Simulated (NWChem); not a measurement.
**AlCl (aluminium monochloride) at B3LYP/def2-SVP**

What is the electronic atomisation energy of AlCl (aluminium monochloride) at B3LYP/def2-SVP? 

Program for the calculation: NWChem 7.3.0.

### 1 The structure to begin with

AlCl: 2 atoms, total charge 0, spin state singlet. SMILES: `[Al][Cl]`. Geometry: the measured bond length.

Bond lengths: Al1–Cl2 2.130 Å.

### 2 The energy at B3LYP/def2-SVP

Input file alcl.nw:

```
START alcl
memory stack 880 mb heap 220 mb global 1100 mb
GEOMETRY units angstrom noautosym nocenter noautoz
  Al     0.000000     0.000000     0.000000
  Cl     0.000000     0.000000     2.130113
END
BASIS spherical bse
  * library def2-SVP
END
DFT
  xc b3lyp
  grid fine
  convergence energy 1e-08
  iterations 100
  mulliken
  print low
END
TASK dft
```

Run with:

```sh
nwchem alcl.nw > alcl.out
```

Standard output:

```text
[...]
 d= 0,ls=0.0,diis     1   -702.4650193619 -7.57D+02  2.57D-02  1.94D-01     0.2
[...]
 d= 0,ls=0.0,diis     8   -702.4936291587 -2.11D-10  1.96D-07  4.78D-11     1.1
         Total DFT energy =     -702.493629158652
      One electron energy =    -1082.012455031671
           Coulomb energy =      371.540949125537
    Exchange-Corr. energy =      -46.924455677574
 Nuclear repulsion energy =       54.902332425056
[...]
      Total Density - Mulliken Population Analysis
     ---------------------------------------------
    Atom       Charge   Shell Charges
 -----------   ------   -------------------------------------------------------
    1 Al  13    12.69   2.00  1.99  1.40  0.52  5.91  0.45  0.32  0.09
    2 Cl  17    17.31   2.00  1.98  1.27  0.69  5.93  2.15  3.27  0.01
[...]
```

Wall time 1.6 s (1 thread of Intel Xeon 6975P-C (Granite Rapids), shared host); peak memory 0.11 GiB.

### 3 The Al atom

Input file al.nw:

```
start al
memory 2200 mb

geometry units angstrom noautosym nocenter noautoz
  Al       0.000000       0.000000       0.000000
end

basis spherical bse
  * library def2-SVP
end

dft
  xc b3lyp
  mult 2
  grid fine
  convergence energy 1e-08
  iterations 100
  mulliken
  noprint "final vectors analysis"
end

task dft energy
```

Run the same way, it converges to -242.30157 Eh (log not shown).

### 4 The Cl atom, same level

Input file geom.nw:

```
start geom
memory total 2200 mb
geometry units angstrom noautosym nocenter noautoz
   Cl       0.000000       0.000000       0.000000
end
basis spherical bse
   * library def2-SVP
end
dft
   xc b3lyp
   mult 2
   grid fine
   convergence energy 1e-08
   maxiter 100
   mulliken
   print low
end
task dft energy
```

Run with:

```sh
nwchem geom.nw > geom.out
```

Standard output:

```text
[...]
 d= 0,ls=0.0,diis     1   -459.9991329169 -4.60D+02  7.44D-03  2.87D-02     0.1
[...]
 d= 0,ls=0.0,diis     6   -460.0060046685 -5.62D-10  3.77D-07  1.21D-11     0.3
[...]
         Total DFT energy =     -460.006004668502
      One electron energy =     -634.999257653255
           Coulomb energy =      203.224011147880
    Exchange-Corr. energy =      -28.230758163127
 Nuclear repulsion energy =        0.000000000000
[...]
      Total Density - Mulliken Population Analysis
     ---------------------------------------------
    Atom       Charge   Shell Charges
 -----------   ------   -------------------------------------------------------
    1 Cl  17    17.00   2.00  1.99  1.31  0.71  5.93  2.08  2.99  0.00
     --------------------------------------------
      Spin Density - Mulliken Population Analysis
     --------------------------------------------
    Atom       Charge   Shell Charges
 -----------   ------   -------------------------------------------------------
    1 Cl  17     1.00   0.00  0.00  0.01 -0.01  0.01  0.42  0.57  0.00
[...]
      <S2> =      0.7518 (Exact =     0.7500)
[...]
```

Wall time 0.88 s (1 thread of Intel Xeon 6975P-C (Granite Rapids), shared host); peak memory 0.1 GiB.

### 5 Outcome

At B3LYP/def2-SVP:

```
                     quantity          value
       molecule: total energy  -702.49363 Eh
        Al atom: total energy  -242.30157 Eh
                Al atom: ⟨S²⟩          0.752
        Cl atom: total energy  -460.00600 Eh
                Cl atom: ⟨S²⟩          0.752
electronic atomisation energy       5.063 eV
```

What this shows: Taking the molecule apart into free atoms costs 5.06 eV (488 kJ/mol), before zero-point energy and without spin-orbit coupling.
